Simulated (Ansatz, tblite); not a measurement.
**Si(OMe)2Cl2 (C₂H₆Cl₂O₂Si): charged states by level of theory**

What does removing or adding an electron cost or gain for Si(OMe)2Cl2 (C₂H₆Cl₂O₂Si)? Each charged state is run at several levels.

The runs use Ansatz 0.2.0, Gaussian basis; as each input shows.

The runs, in order: charge +1 doublet, at the geometry of the singlet (PBE0-D4/def2-TZVP, PBE-D4/def2-TZVP, r2SCAN0-D4/def2-TZVP, CCSD(T)/def2-SVP); charge -1 doublet, at the geometry of the singlet (PBE0-D4/def2-TZVPD, PBE-D4/def2-TZVPD, r2SCAN0-D4/def2-TZVPD); the starting singlet's energies come from earlier runs.

2 further runs of the same task are left out: 2 set aside as unsound or not needed.

**1. The geometry**

The singlet was relaxed beforehand with r2SCAN-D4/def2-SVP.

13 atoms, charge 0, spin multiplicity 1.

Atoms are counted from 1 here; the program's logs count them from 0.

Bond lengths: Si1–O2 1.628 Å, Si1–O7 1.628 Å, Si1–Cl12 2.063 Å, Si1–Cl13 2.063 Å, O2–C3 1.416 Å, C3–H4 1.104 Å, C3–H5 1.099 Å, C3–H6 1.104 Å, O7–C8 1.416 Å, C8–H9 1.104 Å, C8–H10 1.099 Å, C8–H11 1.104 Å. Angles: O2–Si1–O7 106.9°, O2–Si1–Cl12 110.8°, O2–Si1–Cl13 110.8°, O7–Si1–Cl12 110.8°, O7–Si1–Cl13 110.8°, Cl12–Si1–Cl13 106.9°, Si1–O2–C3 125.9°, O2–C3–H4 111.2°, O2–C3–H5 107.9°, O2–C3–H6 111.1°, H4–C3–H5 108.8°, H4–C3–H6 108.9°, H5–C3–H6 108.8°, Si1–O7–C8 125.9°, O7–C8–H9 111.1°, O7–C8–H10 107.9°, O7–C8–H11 111.2°, H9–C8–H10 108.8° and more.

**2. Charge +1 doublet at the fixed geometry, PBE0-D4/def2-TZVP**

in.yaml reads:

```yaml
crystal:
  periodic: [false, false, false]
  atoms:
    - {symbol: Si, position_ang: [-0.201171, 0.006394, -0.143147]}
    - {symbol: O, position_ang: [-0.169366, -0.003268, 1.484308]}
    - {symbol: C, position_ang: [-1.300107, 0.016645, 2.337177]}
    - {symbol: H, position_ang: [-1.907837, 0.923208, 2.172281]}
    - {symbol: H, position_ang: [-0.940579, 0.015037, 3.375707]}
    - {symbol: H, position_ang: [-1.934103, -0.872840, 2.178462]}
    - {symbol: O, position_ang: [1.346471, -0.021763, -0.646835]}
    - {symbol: C, position_ang: [1.781144, -0.029432, -1.994929]}
    - {symbol: H, position_ang: [1.411257, -0.922694, -2.527460]}
    - {symbol: H, position_ang: [2.880024, -0.045717, -1.995966]}
    - {symbol: H, position_ang: [1.438049, 0.873358, -2.529384]}
    - {symbol: Cl, position_ang: [-1.168936, 1.687050, -0.845257]}
    - {symbol: Cl, position_ang: [-1.234837, -1.625969, -0.864947]}
basis:
  gaussian: {orbitals: def2-TZVP}
total_charge: 1
magnetization: {spin_polarized: true, initial_magnetization: 1}
hamiltonian: {xc: pbe0, dispersion: d4}
scf: {omitted_lower_state_checks: [starts]}
output: {orbitals: {seedname: orbitals}}
```

On the command line:

```console
ansatz run in.yaml --threads 4 --pin off --events-out ev --progress --plain --max-ram 4787MiB
```

The program printed:

```text
Functional definition: PBE0
  name "PBE0"
  cite "Adamo & Barone, J. Chem. Phys. 110, 6158 (1999) doi:10.1063/1.478522"
  cite "Perdew, Burke & Ernzerhof, Phys. Rev. Lett. 77, 3865 (1996) doi:10.1103/PhysRevLett.77.3865"
  parent pbe
  parameter a = 0.25
  parameter kappa = 0.804
  parameter beta = 0.06672455060314922
  exchange = (1 - a)*pbe_x(kappa = kappa, mu = beta*pi^2/3) + a*exact_x
  correlation = pbe_c(beta = beta)
these checks for a lower state are left out or cut short: starts
1730 factors; their error is unknown
mean field evaluation 1: about -39151.2178 eV, gradient 6.6e1 eV
mean field evaluation 2: about -39080.8634 eV, gradient 1.4e2 eV
mean field evaluation 4: about -39166.0835 eV, gradient 2.3e1 eV
mean field evaluation 8: about -39168.4392 eV, gradient 2.0e0 eV
mean field evaluation 16: about -39168.5672 eV, gradient 5.1e-2 eV
mean field evaluation 32: about -39168.5672 eV, gradient 2.2e-4 eV
mean field -39168.56724513 eV, -1439.4182968501 hartree, gradient 4.8e-6 eV, S^2 0.757855; 0 other end points of the search recorded, 0 dependent functions left out
reference -39168.56727950 eV, -1439.4182981132 hartree; 41, 40 occupied and 230, 231 virtual orbitals, 1730 factors
Total energy: -39168.87514444 eV, -1439.4296119409 hartree
Checks for a lower state left out: starts
```

It took 42 s on 4 threads of Intel Xeon at 2.50GHz, shared host; peak memory 1.3 GiB.

Report: HOMO -13.57 eV, LUMO -12.36 eV (over both spins); ⟨S²⟩ 0.758 (pure: 0.75).

**3. Charge +1 doublet at the fixed geometry, PBE-D4/def2-TZVP**

start.molden holds the orbitals of an earlier run on this state, given as this run's starting guess.

in.yaml: that of step 2 with these lines changed.

```diff
@@ -17,6 +17,6 @@
 basis:
-  gaussian: {orbitals: def2-TZVP}
+  gaussian: {orbitals: def2-TZVP, initial_orbitals: start.molden}
 total_charge: 1
 magnetization: {spin_polarized: true, initial_magnetization: 1}
-hamiltonian: {xc: pbe0, dispersion: d4}
+hamiltonian: {xc: pbe, dispersion: d4}
 scf: {omitted_lower_state_checks: [starts]}
```

Launched as before.

The program printed:

```text
Functional definition: PBE
  name "PBE"
  cite "Perdew, Burke & Ernzerhof, Phys. Rev. Lett. 77, 3865 (1996) doi:10.1103/PhysRevLett.77.3865"
  parent pbe
  parameter kappa = 0.804
  parameter beta = 0.06672455060314922
  exchange = pbe_x(kappa = kappa, mu = beta*pi^2/3)
  correlation = pbe_c(beta = beta)
these checks for a lower state are left out or cut short: starts
1690 factors; their error is unknown
mean field evaluation 1: about -39165.9371 eV, gradient 1.1e1 eV
mean field evaluation 2: about -39166.1212 eV, gradient 2.9e-1 eV
mean field evaluation 4: about -39166.0906 eV, gradient 4.0e-2 eV
mean field evaluation 8: about -39166.0906 eV, gradient 2.2e-5 eV
mean field evaluation 16: about -39166.0906 eV, gradient 4.4e-6 eV
mean field -39166.09056276 eV, -1439.3272804518 hartree, gradient 4.4e-6 eV, S^2 0.752021; 0 other end points of the search recorded, 0 dependent functions left out
reference -39166.09060798 eV, -1439.3272821136 hartree; 41, 40 occupied and 230, 231 virtual orbitals, 1690 factors
Total energy: -39166.44901982 eV, -1439.3404535059 hartree
Checks for a lower state left out: starts
```

It took 24 s on 4 threads of Intel Xeon at 2.50GHz, shared host; peak memory 1 GiB.

Report: HOMO -12.45 eV, LUMO -12.55 eV (over both spins; with the spin held, an empty level of the minority spin lies below the top filled one); ⟨S²⟩ 0.752 (pure: 0.75).

**4. Charge +1 doublet at the fixed geometry, r2SCAN0-D4/def2-TZVP**

in.yaml: that of step 3 with these lines changed.

```diff
@@ -20,3 +20,3 @@
 magnetization: {spin_polarized: true, initial_magnetization: 1}
-hamiltonian: {xc: pbe, dispersion: d4}
+hamiltonian: {xc: {name: r2SCAN0}, dispersion: d4}
 scf: {omitted_lower_state_checks: [starts]}
```

Same command.

The program printed:

```text
Functional definition: r2SCAN0
  name "r2SCAN0"
  cite "Bursch, Neugebauer, Ehlert & Grimme, J. Chem. Phys. 156, 134105 (2022) doi:10.1063/5.0086040"
  cite "Furness, Kaplan, Ning, Perdew & Sun, J. Phys. Chem. Lett. 11, 8208 (2020) doi:10.1021/acs.jpclett.0c02405"
  cite "Furness, Kaplan, Ning, Perdew & Sun, J. Phys. Chem. Lett. 11, 9248 (2020) doi:10.1021/acs.jpclett.0c03077"
  parent r2scan
  parameter a = 0.25
  parameter k0 = 0.174
  parameter k1 = 0.065
  parameter a1 = 4.9479
  exchange = (1 - a)*r2scan_x(k0 = k0, k1 = k1, a1 = a1) + a*exact_x
  correlation = r2scan_c
these checks for a lower state are left out or cut short: starts
1730 factors; their error is unknown
mean field evaluation 1: about -39180.1471 eV, gradient 7.5e0 eV
mean field evaluation 2: about -39180.2181 eV, gradient 9.7e-2 eV
mean field evaluation 4: about -39180.3220 eV, gradient 8.2e-3 eV
mean field evaluation 8: about -39180.3220 eV, gradient 1.2e-5 eV
mean field -39180.32200703 eV, -1439.8502763823 hartree, gradient 1.2e-5 eV, S^2 0.761692; 0 other end points of the search recorded, 0 dependent functions left out
reference -39180.32201875 eV, -1439.8502768130 hartree; 41, 40 occupied and 230, 231 virtual orbitals, 1730 factors
Total energy: -39180.42973874 eV, -1439.8542354495 hartree
Checks for a lower state left out: starts
```

Run time: 2.1 min. Hardware: 4 threads of Intel Xeon at 2.50GHz, shared host; peak memory 1.3 GiB.

From the report: HOMO -13.68 eV, LUMO -12.42 eV (over both spins); ⟨S²⟩ 0.762 (pure: 0.75).

**5. Charge +1 doublet at the fixed geometry, CCSD(T)/def2-SVP**

in.yaml: that of step 4 with these lines changed.

```diff
@@ -17,7 +17,7 @@
 basis:
-  gaussian: {orbitals: def2-TZVP, initial_orbitals: start.molden}
+  gaussian: {orbitals: def2-SVP, initial_orbitals: start.molden}
 total_charge: 1
 magnetization: {spin_polarized: true, initial_magnetization: 1}
-hamiltonian: {xc: {name: r2SCAN0}, dispersion: d4}
-scf: {omitted_lower_state_checks: [starts]}
+correlation: {method: ccsd_t}
+scf: {omitted_lower_state_checks: [starts, cluster_reference]}
 output: {orbitals: {seedname: orbitals}}
```

Same command.

The program printed:

```text
Functional definition: HF
  name "HF"
  cite "Fock, Z. Phys. 61, 126 (1930) doi:10.1007/BF01340294"
  parent pbe
  exchange = exact_x
  correlation = 0
these checks for a lower state are left out or cut short: starts, cluster_reference
1346 factors; integrals over basis functions are off by at most 1.6e-3 eV
mean field evaluation 1: about -39076.8584 eV, gradient 2.0e1 eV
mean field evaluation 2: about -39078.3131 eV, gradient 1.3e0 eV
mean field evaluation 4: about -39078.9433 eV, gradient 2.5e0 eV
mean field evaluation 8: about -39079.2555 eV, gradient 7.8e-2 eV
mean field -39079.25558848 eV, -1436.1361540057 hartree, gradient 1.5e-6 eV, S^2 0.760817; 0 other end points of the search recorded, 0 dependent functions left out
19 core orbitals not correlated: weight in the atoms' cores, before any rotation towards them, 1.000 or more for the frozen orbitals, at most 0.000 for the correlated occupied ones
reference -39079.25558848 eV, -1436.1361540057 hartree; 22, 21 occupied and 99, 100 virtual orbitals, 1346 factors
second order -26.12407407 eV of doubles, -0.00000000 eV of singles
cycle   1  -27.29442691 eV  change    -1.2e0 eV  update   1.3e-1
cycle   2  -27.98703441 eV  change   -6.9e-1 eV  update   4.3e-2
cycle   3  -28.18191200 eV  change   -1.9e-1 eV  update   3.9e-2
cycle   4  -28.23500017 eV  change   -5.3e-2 eV  update   2.4e-2
cycle   5  -28.23826961 eV  change   -3.3e-3 eV  update   1.9e-2
cycle   6  -28.25102462 eV  change   -1.3e-2 eV  update   1.3e-2
cycle   7  -28.25741543 eV  change   -6.4e-3 eV  update   1.1e-2
cycle   8  -28.26385146 eV  change   -6.4e-3 eV  update   9.1e-3
cycle   9  -28.27022872 eV  change   -6.4e-3 eV  update   6.8e-3
cycle  10  -28.27373112 eV  change   -3.5e-3 eV  update   4.3e-3
cycle  11  -28.27384435 eV  change   -1.1e-4 eV  update   2.8e-3
cycle  12  -28.27547553 eV  change   -1.6e-3 eV  update   2.5e-3
cycle  13  -28.27662929 eV  change   -1.2e-3 eV  update   2.3e-3
cycle  14  -28.27892139 eV  change   -2.3e-3 eV  update   2.0e-3
cycle  15  -28.27742516 eV  change    1.5e-3 eV  update   1.4e-3
cycle  16  -28.27603265 eV  change    1.4e-3 eV  update   1.0e-3
cycle  17  -28.27641737 eV  change   -3.8e-4 eV  update   7.2e-4
cycle  18  -28.27697625 eV  change   -5.6e-4 eV  update   6.0e-4
cycle  19  -28.27725395 eV  change   -2.8e-4 eV  update   3.6e-4
cycle  20  -28.27731063 eV  change   -5.7e-5 eV  update   2.9e-4
cycle  21  -28.27714007 eV  change    1.7e-4 eV  update   2.0e-4
cycle  22  -28.27700342 eV  change    1.4e-4 eV  update   1.2e-4
cycle  23  -28.27695917 eV  change    4.4e-5 eV  update   6.5e-5
cycle  24  -28.27703517 eV  change   -7.6e-5 eV  update   4.3e-5
cycle  25  -28.27705894 eV  change   -2.4e-5 eV  update   2.3e-5
perturbative correction -0.77683144 eV, -0.0285480288 hartree
Total energy: -39108.30947886 eV, -1437.2038647838 hartree
Checks for a lower state left out: starts, cluster_reference
```

It took 3.4 min on 4 threads of Intel Xeon at 2.50GHz, shared host; peak memory 2.5 GiB.

Report: Hartree-Fock HOMO -16.89 eV, LUMO -7.77 eV (over both spins); ⟨S²⟩ 0.761 (pure: 0.75); T1 0.037.

**6. Vertical ionisation energy**

Charged state less starting state, singlet to doublet; the starting state's energies are those of its earlier runs.

Differences are taken before rounding.

```tsv
method	vertical ionisation energy (eV)	from CCSD(T)/def2-SVP (eV)	time
HF/def2-SVP	10.34	-0.63	
PBE-D4/def2-TZVP	9.90	-1.08	30 s
PBE0-D4/def2-TZVP	10.57	-0.41	51 s
r2SCAN0-D4/def2-TZVP	10.72	-0.26	2.3 min
MP2/def2-SVP	11.48	+0.50	
CCSD/def2-SVP	11.05	+0.07	
CCSD(T)/def2-SVP	10.98	0	4 min
```

Times add the two runs; a level without a time comes out of a correlated run.

Beside −ε(HOMO) of the starting state:

```tsv
level	−ε(HOMO) (eV)	by difference (eV)	mismatch (eV)
PBE-D4/def2-TZVP	7.13	9.90	-2.77
PBE0-D4/def2-TZVP	8.74	10.57	-1.83
r2SCAN0-D4/def2-TZVP	8.99	10.72	-1.73
```

**7. Charge -1 doublet at the fixed geometry, PBE0-D4/def2-TZVPD**

in.yaml: that of step 5 with these lines changed.

```diff
@@ -17,7 +17,7 @@
 basis:
-  gaussian: {orbitals: def2-SVP, initial_orbitals: start.molden}
-total_charge: 1
+  gaussian: {orbitals: def2-TZVPD}
+total_charge: -1
 magnetization: {spin_polarized: true, initial_magnetization: 1}
-correlation: {method: ccsd_t}
-scf: {omitted_lower_state_checks: [starts, cluster_reference]}
+hamiltonian: {xc: pbe0, dispersion: d4}
+scf: {omitted_lower_state_checks: [starts]}
 output: {orbitals: {seedname: orbitals}}
```

Launched as before.

The program printed:

```text
Functional definition: PBE0
  name "PBE0"
  cite "Adamo & Barone, J. Chem. Phys. 110, 6158 (1999) doi:10.1063/1.478522"
  cite "Perdew, Burke & Ernzerhof, Phys. Rev. Lett. 77, 3865 (1996) doi:10.1103/PhysRevLett.77.3865"
  parent pbe
  parameter a = 0.25
  parameter kappa = 0.804
  parameter beta = 0.06672455060314922
  exchange = (1 - a)*pbe_x(kappa = kappa, mu = beta*pi^2/3) + a*exact_x
  correlation = pbe_c(beta = beta)
these checks for a lower state are left out or cut short: starts
1934 factors; their error is unknown
mean field evaluation 1: about -39171.0061 eV, gradient 3.9e1 eV
mean field evaluation 2: about -39161.8409 eV, gradient 6.4e1 eV
mean field evaluation 4: about -39178.3023 eV, gradient 3.8e0 eV
mean field evaluation 8: about -39178.3789 eV, gradient 1.6e-1 eV
mean field evaluation 16: about -39178.4328 eV, gradient 4.2e-3 eV
mean field -39178.43277161 eV, -1439.7808482611 hartree, gradient 1.9e-5 eV, S^2 0.750199; 0 other end points of the search recorded, 0 dependent functions left out
reference -39178.43281207 eV, -1439.7808497479 hartree; 42, 41 occupied and 301, 302 virtual orbitals, 1934 factors
Total energy: -39178.79648085 eV, -1439.7942143292 hartree
Checks for a lower state left out: starts
```

It took 99 s on 4 threads of Intel Xeon at 2.50GHz, shared host; peak memory 1.8 GiB.

From the report: HOMO 1.63 eV, LUMO 2.62 eV (over both spins); ⟨S²⟩ 0.750 (pure: 0.75). Doubts: highest occupied level lies above zero.

**8. Charge -1 doublet at the fixed geometry, PBE-D4/def2-TZVPD**

in.yaml: that of step 7 with these lines changed.

```diff
@@ -17,6 +17,6 @@
 basis:
-  gaussian: {orbitals: def2-TZVPD}
+  gaussian: {orbitals: def2-TZVPD, initial_orbitals: start.molden}
 total_charge: -1
 magnetization: {spin_polarized: true, initial_magnetization: 1}
-hamiltonian: {xc: pbe0, dispersion: d4}
+hamiltonian: {xc: pbe, dispersion: d4}
 scf: {omitted_lower_state_checks: [starts]}
```

Launched as before.

The program printed:

```text
Functional definition: PBE
  name "PBE"
  cite "Perdew, Burke & Ernzerhof, Phys. Rev. Lett. 77, 3865 (1996) doi:10.1103/PhysRevLett.77.3865"
  parent pbe
  parameter kappa = 0.804
  parameter beta = 0.06672455060314922
  exchange = pbe_x(kappa = kappa, mu = beta*pi^2/3)
  correlation = pbe_c(beta = beta)
these checks for a lower state are left out or cut short: starts
1857 factors; their error is unknown
mean field evaluation 1: about -39175.3456 eV, gradient 1.1e1 eV
mean field evaluation 2: about -39175.5249 eV, gradient 2.5e-1 eV
mean field evaluation 4: about -39175.4811 eV, gradient 1.9e-2 eV
mean field evaluation 8: about -39175.4811 eV, gradient 2.4e-5 eV
mean field -39175.48107938 eV, -1439.6723755723 hartree, gradient 2.7e-5 eV, S^2 0.750170; 0 other end points of the search recorded, 0 dependent functions left out
reference -39175.48113302 eV, -1439.6723775435 hartree; 42, 41 occupied and 301, 302 virtual orbitals, 1857 factors
Total energy: -39175.90437018 eV, -1439.6879312223 hartree
Checks for a lower state left out: starts
```

Run time: 24 s. Hardware: 4 threads of Intel Xeon at 2.50GHz, shared host; peak memory 0.85 GiB.

From the report: HOMO 1.84 eV, LUMO 2.18 eV (over both spins); ⟨S²⟩ 0.750 (pure: 0.75). Doubts: highest occupied level lies above zero.

**9. Charge -1 doublet at the fixed geometry, r2SCAN0-D4/def2-TZVPD**

in.yaml: that of step 8 with these lines changed.

```diff
@@ -20,3 +20,3 @@
 magnetization: {spin_polarized: true, initial_magnetization: 1}
-hamiltonian: {xc: pbe, dispersion: d4}
+hamiltonian: {xc: {name: r2SCAN0}, dispersion: d4}
 scf: {omitted_lower_state_checks: [starts]}
```

Launched as before.

The program printed:

```text
Functional definition: r2SCAN0
  name "r2SCAN0"
  cite "Bursch, Neugebauer, Ehlert & Grimme, J. Chem. Phys. 156, 134105 (2022) doi:10.1063/5.0086040"
  cite "Furness, Kaplan, Ning, Perdew & Sun, J. Phys. Chem. Lett. 11, 8208 (2020) doi:10.1021/acs.jpclett.0c02405"
  cite "Furness, Kaplan, Ning, Perdew & Sun, J. Phys. Chem. Lett. 11, 9248 (2020) doi:10.1021/acs.jpclett.0c03077"
  parent r2scan
  parameter a = 0.25
  parameter k0 = 0.174
  parameter k1 = 0.065
  parameter a1 = 4.9479
  exchange = (1 - a)*r2scan_x(k0 = k0, k1 = k1, a1 = a1) + a*exact_x
  correlation = r2scan_c
these checks for a lower state are left out or cut short: starts
1934 factors; their error is unknown
mean field evaluation 1: about -39190.1000 eV, gradient 7.6e0 eV
mean field evaluation 2: about -39190.1734 eV, gradient 1.0e-1 eV
mean field evaluation 4: about -39190.2264 eV, gradient 2.9e-3 eV
mean field evaluation 8: about -39190.2264 eV, gradient 2.4e-5 eV
mean field -39190.22641577 eV, -1440.2142566901 hartree, gradient 4.2e-6 eV, S^2 0.750322; 0 other end points of the search recorded, 0 dependent functions left out
reference -39190.22643937 eV, -1440.2142575572 hartree; 42, 41 occupied and 301, 302 virtual orbitals, 1934 factors
Total energy: -39190.35519253 eV, -1440.2189891487 hartree
Checks for a lower state left out: starts
```

Wall time 2.1 min (4 threads of Intel Xeon at 2.50GHz, shared host); peak memory 1.7 GiB.

HOMO 1.67 eV, LUMO 2.57 eV (over both spins); ⟨S²⟩ 0.750 (pure: 0.75). Doubts: highest occupied level lies above zero.

**10. Vertical electron affinity**

Starting state less charged state (positive: the electron is bound), singlet to doublet; the starting state's energies are those of its earlier runs.

```tsv
level	vertical electron affinity (eV)	time
PBE-D4/def2-TZVPD	-0.53	36 s
PBE0-D4/def2-TZVPD	-0.72	2 min
r2SCAN0-D4/def2-TZVPD	-0.85	2.5 min
```

Times add the two runs; a level without a time comes out of a correlated run.

Beside −ε(LUMO) of the starting state:

```tsv
level	−ε(LUMO) (eV)	by difference (eV)	mismatch (eV)
PBE-D4/def2-TZVPD	0.90	-0.53	+1.43
PBE0-D4/def2-TZVPD	0.14	-0.72	+0.85
r2SCAN0-D4/def2-TZVPD	-0.23	-0.85	+0.62
```

**11. Outcome**

| quantity | value |
| --- | --- |
| vertical ionisation energy, functionals in def2-TZVP | 9.90 (PBE-D4) to 10.72 eV (r2SCAN0-D4) |
| vertical ionisation energy, CCSD(T)/def2-SVP | 10.98 eV |
| vertical electron affinity, functionals in def2-TZVPD | -0.85 (r2SCAN0-D4) to -0.53 eV (PBE-D4) |

In words: The vertical ionisation energy spans 9.90 to 10.72 eV over the functionals, beside 10.98 eV from CCSD(T)/def2-SVP. −ε(HOMO) misses the level's own difference by -1.73 eV at best (r2SCAN0-D4) and -2.77 eV at worst (PBE-D4). The yardstick is in a double-zeta basis, so levels in larger sets aren't compared like for like. CCSD(T)/def2-SVP isn't at the basis-set limit; small misses against it rank nothing. The vertical electron affinity spans -0.85 to -0.53 eV over the functionals. A negative affinity means an unbound electron, held by the basis alone. −ε(LUMO) misses the level's own difference by +0.62 eV at best (r2SCAN0-D4) and +1.43 eV at worst (PBE-D4).
